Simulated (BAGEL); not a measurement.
**triplet C2H2ClGa at 4 levels**

Wanted: a comparison of 4 runs (ROHF/6-31G*, UHF/6-31G*, ROHF/cc-pVDZ, UHF/cc-pVDZ) of triplet C2H2ClGa. 

Program for the calculation: BAGEL 1.2.2.

5 further runs of the same task are left out: 3 that didn't finish, 2 set aside as unsound or not needed. Runs told in other sessions of the task aren't counted.

## (1) The system as given

C2H2ClGa: 6 atoms, total charge 0, spin state triplet. As SMILES of the parent species, `C#[C][GaH][Cl]`. Geometry: relaxed at PBE0-D4/def2-TZVP. That shape belongs to the parent species and isn't relaxed for this state.

Bond lengths: C1–C2 1.208 Å, C2–Ga3 1.900 Å, Ga3–Cl4 2.140 Å, C1–H5 1.067 Å, Ga3–H6 1.547 Å. Angles: C1–C2–Ga3 179.1°, C2–Ga3–Cl4 115.4°, C2–C1–H5 179.8°, C2–Ga3–H6 126.7°, Cl4–Ga3–H6 117.8°.

## (2) The energy at ROHF/6-31G(d) (density fitting with qzvpp-jkfit, spherical functions) (run 1)

calc.json

```json
{ "bagel" : [

{
  "title" : "molecule",
  "basis" : "6-31gs.json",
  "df_basis" : "qzvpp-jkfit",
  "angstrom" : true,
  "geometry" : [
    { "atom" : "C", "xyz" : [       0.577800,       1.057900,      -1.454500 ] },
    { "atom" : "C", "xyz" : [       0.247000,       0.412500,      -0.488700 ] },
    { "atom" : "Ga", "xyz" : [      -0.252900,      -0.587200,       1.048000 ] },
    { "atom" : "Cl", "xyz" : [      -1.745400,      -2.085600,       0.724100 ] },
    { "atom" : "H", "xyz" : [       0.867100,       1.625700,      -2.309900 ] },
    { "atom" : "H", "xyz" : [       0.306500,      -0.423300,       2.481100 ] }
  ]
},

{ "title" : "rohf", "nopen" : 2 },

{ "title" : "print", "file" : "orbitals.molden", "orbitals" : true }

]}
```

The basis set 6-31G* is read from a file made from the Basis Set Exchange's data (not shown).

Run with:

```bash
BAGEL_NUM_THREADS=1 BAGEL calc.json > calc.out
```

Log:

```text
* using 1 threads per process

  ===============================================================
  ===============================================================

  *** Geometry ***

  { "atom" : "C", "xyz" : [      1.091884,      1.999141,     -2.748607 ] },
  { "atom" : "C", "xyz" : [      0.466762,      0.779512,     -0.923509 ] },
  { "atom" : "Ga", "xyz" : [     -0.477912,     -1.109647,      1.980433 ] },
  { "atom" : "Cl", "xyz" : [     -3.298328,     -3.941213,      1.368351 ] },
  { "atom" : "H", "xyz" : [      1.638582,      3.072128,     -4.365078 ] },
  { "atom" : "H", "xyz" : [      0.579201,     -0.799921,      4.688599 ] },

  Number of auxiliary basis functions:      580

  Since a DF basis is specified, we compute 2- and 3-index integrals:
    o Being stored without compression. Storage requirement is 0.031 GB

  Number of basis functions:       82
  Number of electrons      :       62

    * METHOD: MOLECULE                             0.30

  *** Open-shell HF ***

  === Nuclear Repulsion ===
   282.7125897535

      * DIIS with orbital gradients will be used.

  === ROHF iteration (6-31gs.json) ===
      0      -2458.88718846          0.03243255           0.18
      1      -2458.98504980          0.03114616           0.16
      2      -2459.02902306          0.02523801           0.17
      3      -2459.13936756          0.00524058           0.17
      4      -2459.15814016          0.00347155           0.17
      5      -2459.16936806          0.00191245           0.17
      6      -2459.17188596          0.00111617           0.17
      7      -2459.17266290          0.00070528           0.17
      8      -2459.17319790          0.00062636           0.16
      9      -2459.17333372          0.00018348           0.18
     10      -2459.17336541          0.00007118           0.17
     11      -2459.17336948          0.00003935           0.16
     12      -2459.17337200          0.00002611           0.18
     13      -2459.17337304          0.00001768           0.17
     14      -2459.17337367          0.00001111           0.17
     15      -2459.17337397          0.00000506           0.17
[... 29 lines of this table left out ...]
     45      -2459.17337450          0.00000007           0.17
     46      -2459.17337450          0.00000006           0.17
     47      -2459.17337450          0.00000005           0.17
     48      -2459.17337450          0.00000004           0.17
     49      -2459.17337450          0.00000003           0.17
     50      -2459.17337450          0.00000002           0.18
     51      -2459.17337450          0.00000001           0.17
     52      -2459.17337450          0.00000001           0.17
    * SCF iteration converged.

    * S^2 (ROHF) is 2.0000

    * Permanent dipole moment:
           (   -1.125331,    -1.593559,     1.290057) a.u.

    * METHOD: ROHF                                 9.57

    * METHOD: PRINT                                0.01

  ===============================================================
```

Wall time 10 s (1 thread of Intel Xeon 6975P-C (Granite Rapids), shared host).

## (3) The energy at UHF/6-31G(d) (density fitting with qzvpp-jkfit, spherical functions) (run 2)

job.json

```json
{ "bagel" : [

{
  "title" : "molecule",
  "basis" : "6-31gs.json",
  "df_basis" : "qzvpp-jkfit",
  "angstrom" : true,
  "geometry" : [
    { "atom" : "C", "xyz" : [    0.577800,    1.057900,   -1.454500 ] },
    { "atom" : "C", "xyz" : [    0.247000,    0.412500,   -0.488700 ] },
    { "atom" : "Ga", "xyz" : [   -0.252900,   -0.587200,    1.048000 ] },
    { "atom" : "Cl", "xyz" : [   -1.745400,   -2.085600,    0.724100 ] },
    { "atom" : "H", "xyz" : [    0.867100,    1.625700,   -2.309900 ] },
    { "atom" : "H", "xyz" : [    0.306500,   -0.423300,    2.481100 ] }
  ]
},
{
  "title" : "uhf",
  "charge" : 0,
  "nopen" : 2
},
{
  "title" : "print",
  "file" : "orbitals.molden",
  "orbitals" : true
}

]}
```

The basis set 6-31G* is read from a file made from the Basis Set Exchange's data (not shown).

Run with:

```bash
BAGEL_NUM_THREADS=1 BAGEL job.json > job.out
```

Log:

```text
* using 1 threads per process

  ===============================================================
  ===============================================================

  *** Geometry ***

  { "atom" : "C", "xyz" : [      1.091884,      1.999141,     -2.748607 ] },
  { "atom" : "C", "xyz" : [      0.466762,      0.779512,     -0.923509 ] },
  { "atom" : "Ga", "xyz" : [     -0.477912,     -1.109647,      1.980433 ] },
  { "atom" : "Cl", "xyz" : [     -3.298328,     -3.941213,      1.368351 ] },
  { "atom" : "H", "xyz" : [      1.638582,      3.072128,     -4.365078 ] },
  { "atom" : "H", "xyz" : [      0.579201,     -0.799921,      4.688599 ] },

  Number of auxiliary basis functions:      580

  Since a DF basis is specified, we compute 2- and 3-index integrals:
    o Being stored without compression. Storage requirement is 0.031 GB

  Number of basis functions:       82
  Number of electrons      :       62

    * METHOD: MOLECULE                             0.30

  *** Open-shell HF ***

  === Nuclear Repulsion ===
   282.7125897535

      * DIIS with orbital gradients will be used.

  === UHF iteration (6-31gs.json) ===
      0      -2458.88718846          0.03243255           0.17
      1      -2459.00380013          0.03002470           0.16
      2      -2459.06375026          0.02253703           0.17
      3      -2459.14792697          0.00433186           0.16
      4      -2459.16338182          0.00294729           0.16
      5      -2459.17307778          0.00187784           0.17
      6      -2459.17716587          0.00117558           0.16
      7      -2459.17859410          0.00072995           0.17
      8      -2459.17955554          0.00055098           0.17
      9      -2459.17996438          0.00025567           0.16
     10      -2459.18002193          0.00008550           0.17
     11      -2459.18003928          0.00004880           0.17
     12      -2459.18004520          0.00002587           0.20
     13      -2459.18004707          0.00001567           0.18
     14      -2459.18004784          0.00000773           0.17
     15      -2459.18004798          0.00000450           0.17
[... 37 lines of this table left out ...]
     53      -2459.18004802          0.00000005           0.17
     54      -2459.18004802          0.00000005           0.17
     55      -2459.18004802          0.00000004           0.16
     56      -2459.18004802          0.00000003           0.17
     57      -2459.18004802          0.00000002           0.17
     58      -2459.18004802          0.00000002           0.16
     59      -2459.18004802          0.00000001           0.17
     60      -2459.18004802          0.00000001           0.17
    * SCF iteration converged.

    * S^2 (UHF) is 2.0373

    * Permanent dipole moment:
           (   -1.146130,    -1.631501,     1.342032) a.u.

    * METHOD: UHF                                 10.55

    * METHOD: PRINT                                0.01

  ===============================================================
```

Run time: 11 s. Hardware: 1 thread of Intel Xeon 6975P-C (Granite Rapids), shared host.

Run 3 isn't shown in full; the table further down has it.

## (4) A single-point energy at UHF/cc-pVDZ (density fitting with qzvpp-jkfit) (run 4)

job.json

```json
{ "bagel": [

{
  "title": "molecule",
  "basis": "cc-pvdz.json",
  "df_basis": "qzvpp-jkfit",
  "angstrom": true,
  "geometry": [
    { "atom": "C", "xyz": [    0.577800,    1.057900,   -1.454500 ] },
    { "atom": "C", "xyz": [    0.247000,    0.412500,   -0.488700 ] },
    { "atom": "Ga", "xyz": [   -0.252900,   -0.587200,    1.048000 ] },
    { "atom": "Cl", "xyz": [   -1.745400,   -2.085600,    0.724100 ] },
    { "atom": "H", "xyz": [    0.867100,    1.625700,   -2.309900 ] },
    { "atom": "H", "xyz": [    0.306500,   -0.423300,    2.481100 ] }
  ]
},
{ "title": "uhf", "nopen": 2 },
{ "title": "print", "file": "orbitals.molden", "orbitals": true }

]}
```

The basis set cc-pVDZ is read from a file made from the Basis Set Exchange's data (not shown).

Run with:

```bash
BAGEL_NUM_THREADS=1 BAGEL job.json > job.out
```

Log:

```text
* using 1 threads per process

  ===============================================================
  ===============================================================

  *** Geometry ***

  { "atom" : "C", "xyz" : [      1.091884,      1.999141,     -2.748607 ] },
  { "atom" : "C", "xyz" : [      0.466762,      0.779512,     -0.923509 ] },
  { "atom" : "Ga", "xyz" : [     -0.477912,     -1.109647,      1.980433 ] },
  { "atom" : "Cl", "xyz" : [     -3.298328,     -3.941213,      1.368351 ] },
  { "atom" : "H", "xyz" : [      1.638582,      3.072128,     -4.365078 ] },
  { "atom" : "H", "xyz" : [      0.579201,     -0.799921,      4.688599 ] },

  Number of auxiliary basis functions:      580

  Since a DF basis is specified, we compute 2- and 3-index integrals:
    o Being stored without compression. Storage requirement is 0.032 GB

  Number of basis functions:       83
  Number of electrons      :       62

    * METHOD: MOLECULE                             0.28

  *** Open-shell HF ***

  === Nuclear Repulsion ===
   282.7125897535

      * DIIS with orbital gradients will be used.

  === UHF iteration (cc-pvdz.json) ===
      0      -2459.26405426          0.02377093           0.18
      1      -2459.38110261          0.01693950           0.18
      2      -2459.42817026          0.00893828           0.17
      3      -2459.44787281          0.00295490           0.17
      4      -2459.45682343          0.00165662           0.17
      5      -2459.45956272          0.00097851           0.17
      6      -2459.46079628          0.00060616           0.17
      7      -2459.46152704          0.00031059           0.17
      8      -2459.46172488          0.00011418           0.18
      9      -2459.46174717          0.00006212           0.18
     10      -2459.46175534          0.00003382           0.17
     11      -2459.46175859          0.00001337           0.17
     12      -2459.46175904          0.00000654           0.17
     13      -2459.46175913          0.00000436           0.18
     14      -2459.46175918          0.00000333           0.18
     15      -2459.46175920          0.00000278           0.17
     16      -2459.46175921          0.00000274           0.18
     17      -2459.46175921          0.00000278           0.17
     18      -2459.46175921          0.00000262           0.16
     19      -2459.46175919          0.00000235           0.18
     20      -2459.46175919          0.00000186           0.18
     21      -2459.46175918          0.00000119           0.18
     22      -2459.46175918          0.00000075           0.18
     23      -2459.46175918          0.00000041           0.17
     24      -2459.46175918          0.00000031           0.21
     25      -2459.46175918          0.00000026           0.18
     26      -2459.46175918          0.00000024           0.17
     27      -2459.46175918          0.00000024           0.19
     28      -2459.46175918          0.00000024           0.18
     29      -2459.46175918          0.00000022           0.17
     30      -2459.46175918          0.00000020           0.17
     31      -2459.46175918          0.00000016           0.17
     32      -2459.46175918          0.00000010           0.17
     33      -2459.46175918          0.00000006           0.18
     34      -2459.46175918          0.00000005           0.17
     35      -2459.46175918          0.00000004           0.17
     36      -2459.46175918          0.00000002           0.17
     37      -2459.46175918          0.00000002           0.18
     38      -2459.46175918          0.00000002           0.17
     39      -2459.46175918          0.00000002           0.17
     40      -2459.46175918          0.00000002           0.17
     41      -2459.46175918          0.00000002           0.17
     42      -2459.46175918          0.00000001           0.17
     43      -2459.46175918          0.00000001           0.17
    * SCF iteration converged.

    * S^2 (UHF) is 2.0338

    * Permanent dipole moment:
           (   -1.066121,    -1.509258,     1.220533) a.u.

    * METHOD: UHF                                  7.88

    * METHOD: PRINT                                0.01

  ===============================================================
```

Run time: 8.4 s. Hardware: 1 thread of Intel Xeon 6975P-C (Granite Rapids), shared host.

## (5) All runs side by side

| run | level | energy (Eh) | dipole moment (D) | ⟨S²⟩ | wall time |
| --- | --- | --- | --- | --- | --- |
| 1 | ROHF/6-31G* (density fitting with qzvpp-jkfit, spherical functions) | -2459.173375 | 5.94 | 2.000 | 10 s |
| 2 | UHF/6-31G* (density fitting with qzvpp-jkfit, spherical functions) | -2459.180048 | 6.11 | 2.037 | 11 s |
| 3 | ROHF/cc-pVDZ (density fitting with qzvpp-jkfit) | -2459.455196 | 5.48 | 2.000 | 7.8 s |
| 4 | UHF/cc-pVDZ (density fitting with qzvpp-jkfit) | -2459.461759 | 5.63 | 2.034 | 8.4 s |

## (6) Outcome

| quantity | value |
| --- | --- |
| run 4: total energy | -2459.46176 Eh |
| run 4: dipole moment | 5.63 D |
| run 4: ⟨S²⟩ | 2.034 |

**Reading.** The dipole moment (its size) runs from 5.48 D (ROHF/cc-pVDZ) to 6.11 D (UHF/6-31G*). The two ends differ in method and basis. All runs together took 38 s, the longest 11 s.
